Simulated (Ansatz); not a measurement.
Born–Oppenheimer molecular dynamics of a periodic cell of 22 atoms, La3TaO7 (start crystal La3TaO7, start structure Cmmm, volume 1.1 times the crystal's). It starts from an unrelaxed structure (largest force component 0.49 eV/Å).

Method: Ansatz 0.2.0, DFT PBE, scalar-relativistic, plane waves, PAW. Settings: cutoff 420 eV, k mesh 2x2x2, fermi-dirac smearing 0.17 eV, no spin polarisation.

```json
{
 "ensemble": "NVT, Langevin thermostat",
 "time step": "1.5 fs",
 "steps asked": "360",
 "set temperature": "300 K",
 "friction": "0.02 /fs",
 "temperature schedule": "360 steps to 2000 K",
 "seed": "855863"
}
```

First frame:

```xyz
22
Lattice="3.9628 -5.7337 0.0000 3.9628 5.7337 0.0000 0.0000 0.0000 8.1665" Properties=species:S:1:pos:R:3
La 0.000 0.000 0.000
La 1.981 -2.867 2.042
La 1.981 2.867 2.042
Ta 3.963 0.000 0.000
O 3.963 0.000 2.042
O 2.447 -1.413 0.000
O 5.478 -1.413 0.000
O 5.478 1.413 0.000
O 2.447 1.413 0.000
O 3.963 4.242 2.042
O 3.963 -4.242 2.042
La 0.000 0.000 4.083
La 1.981 -2.867 6.125
La 1.981 2.867 6.125
Ta 3.963 0.000 4.083
O 3.963 0.000 6.125
O 2.447 -1.413 4.083
O 5.478 -1.413 4.083
O 5.478 1.413 4.083
O 2.447 1.413 4.083
O 3.963 4.242 6.125
O 3.963 -4.242 6.125
```

**Question.** What does the run give?

**Answer.** The run went to its last step.

```json
{"steps done": "360", "time covered": "540 fs", "mean temperature over the second half": "1276 K", "spread of the potential energy over the second half": "35.7 meV per atom", "mean potential energy of the second half above the start": "140.2 meV per atom"}
```

The schedule's set-point averaged 1575 K over the second half and the system 1276 K, so it lags behind the ramp. A run of 0.54 ps of so small a system gives no equilibrium averages.

**Question.** What happens to the structure?

**Answer.** Mean squared displacements from the first frame to the last, about the centre of mass: La 0.18 Å², Ta 0.03 Å², O 0.20 Å². This is one draw of velocities; another would differ in detail.

**Question.** How do temperature and energy run in time?

**Answer.** 
| time (fs) | T (K) | potential energy less start (eV) |
| --- | --- | --- |
| 0.0 | 286 | 0.000 |
| 18.0 | 229 | 0.421 |
| 36.0 | 320 | 0.458 |
| 54.0 | 320 | 0.673 |
| 72.0 | 345 | 0.775 |
| 90.0 | 463 | 0.663 |
| 108.0 | 443 | 0.957 |
| 126.0 | 410 | 1.308 |
| 144.0 | 487 | 1.078 |
| 162.0 | 655 | 1.206 |
| 180.0 | 726 | 1.424 |
| 198.0 | 823 | 1.440 |
| 216.0 | 603 | 2.148 |
| 234.0 | 998 | 1.381 |
| 252.0 | 1095 | 1.851 |
| 270.0 | 1034 | 2.094 |
| 288.0 | 1360 | 2.297 |
| 306.0 | 1084 | 2.658 |
| 324.0 | 1149 | 2.704 |
| 342.0 | 1005 | 2.731 |
| 360.0 | 1110 | 1.949 |
| 378.0 | 1112 | 2.497 |
| 396.0 | 1122 | 2.386 |
| 414.0 | 1585 | 2.896 |
| 432.0 | 1511 | 3.773 |
| 450.0 | 1366 | 3.507 |
| 468.0 | 1256 | 3.725 |
| 486.0 | 1003 | 4.384 |
| 504.0 | 1470 | 3.429 |
| 522.0 | 1541 | 4.045 |
| 540.0 | 1675 | 5.072 |

The run took 42 min on 2 threads of Intel(R) Xeon(R) Platinum 8488C (Sapphire Rapids) (shared host), peak memory 1.3 GiB.
